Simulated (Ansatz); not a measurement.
**InCl₂O radical: how energies converge with the basis set**

Aim: see how fast density functionals converge with the basis set for InCl₂O radical.

The runs use Ansatz 0.2.0, Gaussian basis; one geometry, several basis sets.

The runs, in order: PBE0-D4/def2-SVP; ωB97M-V/def2-SVP; PBE0-D4/def2-QZVPP; ωB97M-V/def2-QZVPP; the functionals' def2-TZVPP values are taken from earlier runs.

**1. The relaxed structure**

An earlier PBE0-D4 in a triple-zeta def2 set relaxation fixed the geometry. In takes the def2 core potential; no spin-orbit term is included.

SMILES `[O][In]([Cl])[Cl]`, 4 atoms, charge 0, spin multiplicity 2.

Atoms are counted from 1 here; the program's logs count them from 0.

Bond lengths: O1–In2 1.989 Å, In2–Cl3 2.293 Å, In2–Cl4 2.293 Å. Angles: O1–In2–Cl3 119.2°, O1–In2–Cl4 119.2°, Cl3–In2–Cl4 121.6°.

**2. PBE0-D4 in def2-SVP**

in.yaml reads:

```yaml
crystal:
  periodic: [false, false, false]
  atoms:
    - {symbol: O, position_ang: [0.606268, 1.013990, 1.667626]}
    - {symbol: In, position_ang: [0.031729, 0.015988, 0.045413]}
    - {symbol: Cl, position_ang: [0.741646, -2.144973, -0.248183]}
    - {symbol: Cl, position_ang: [-1.324144, 1.054695, -1.485156]}
basis:
  gaussian: {orbitals: def2-SVP}
magnetization: {spin_polarized: true, initial_magnetization: 1}
hamiltonian: {xc: pbe0, dispersion: d4}
output: {orbitals: {seedname: orbitals}}
```

Started as:

```
$ ansatz run in.yaml --threads 4 --pin off --events-out ev --progress --plain --max-ram 10444MiB
```

After this run come: ωB97M-V in def2-SVP; PBE0-D4 in def2-QZVPP; ωB97M-V in def2-QZVPP.

**Question.** What will the summary of the whole plan be? Wanted: PBE0-D4: double and triple zeta above quadruple; ωB97M-V: double and triple zeta above quadruple.

**Answer**, as computed:

| quantity | value |
| --- | --- |
| PBE0-D4: double and triple zeta above quadruple | 12.45, 0.89 eV |
| ωB97M-V: double and triple zeta above quadruple | 12.37, 0.85 eV |

In words: For PBE0-D4 the step from double to triple zeta gains 11.56 eV and the next only 0.89 eV. Total energies overstate the basis error of differences, where much of it tends to cancel.
